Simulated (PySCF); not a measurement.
**Cl2HMgO−, a complex of two parts: interaction energy**

An exercise on one series of results from a longer session: the logs are not shown, and one member is left open.

Computed with PySCF 2.14.0; each step states its level. No surroundings beyond the atoms listed, unless a continuum is named. Atoms count from 0, parts from 1.

## Starting point

5 atoms, charge -1, multiplicity 1; geometry: GFN2-xTB. Parts: 1 = atoms 0–2, `[Cl][Mg][Cl]`, charge 0; 2 = atoms 3–4, `[OH-]`, charge -1.

The first run:

Job settings and geometry (Å):

```
{"job": {"xc": "PBE0", "basis": "def2-TZVPD", "d3": "d3bj", "grid": 3, "kind": "geom", "shake": 0.01}, "charge": -1, "multiplicity": 1, "parts": [{"atoms": "0-2", "charge": 0, "multiplicity": 1}, {"atoms": "3-4", "charge": -1, "multiplicity": 1}]}
Cl     0.792315    -2.099718     0.024928
Mg     0.000736    -0.076070    -0.652012
Cl    -0.378606     1.511052     0.904177
O     -0.299017     0.341679    -2.333616
H     -0.257818    -0.187264    -3.131623
```

Launch:

```
OMP_NUM_THREADS=1 python cluster_run.py task.json out
```

The driver reads the jobs from task.json and runs them one after another.

Among the steps run: Relaxing the molecule at PBE0-D3(BJ)/def2-TZVPD; Coupled-cluster interaction energy: CCSD(T) and MP2, 1.86 Å; Coupled-cluster interaction energy: CCSD(T) and MP2, 1.95 Å; Coupled-cluster interaction energy: CCSD(T) and MP2, 2.04 Å; Coupled-cluster interaction energy: CCSD(T) and MP2, 1.76 Å; Coupled-cluster interaction energy: CCSD(T) and MP2, 2.32 Å; Coupled-cluster interaction energy: CCSD(T) and MP2, 1.67 Å; Coupled-cluster interaction energy: CCSD(T) and MP2, 2.79 Å; Coupled-cluster interaction energy: CCSD(T) and MP2, 3.72 Å.

One of the session's tables, all rows but one given; the rest of the session is left out.

It belongs to the step «Coupled-cluster interaction energy: CCSD(T) and MP2, 3.72 Å». 

```
                 method  interaction energy (kcal/mol)
         HF/aug-cc-pVDZ                         -41.45
        MP2/aug-cc-pVDZ                              ?
       CCSD/aug-cc-pVDZ                         -41.52
    CCSD(T)/aug-cc-pVDZ                         -41.89
         HF/aug-cc-pVQZ                         -41.29
        MP2/aug-cc-pVQZ                         -41.47
    SCS-MP2/aug-cc-pVQZ                         -41.38
      MP2, extrapolated                         -41.50
CCSD(T), limit estimate                         -41.64
```

Q: Estimate the row for MP2/aug-cc-pVDZ from the others.

The run gave: interaction energy (kcal/mol): -41.75. In the column «interaction energy (kcal/mol)» it lies between CCSD(T)/aug-cc-pVDZ (-41.89) and CCSD(T), limit estimate (-41.64).

A test (T1, the size of the triples or of CCSD(T) less MP2, charge moved between the parts) flags this point.

Limits of these values: A test (T1 over 0.02, large triples or CCSD(T) less MP2, charge moved between the parts) flags the points at 3.72 Å, so these are not to be taken as benchmarks.
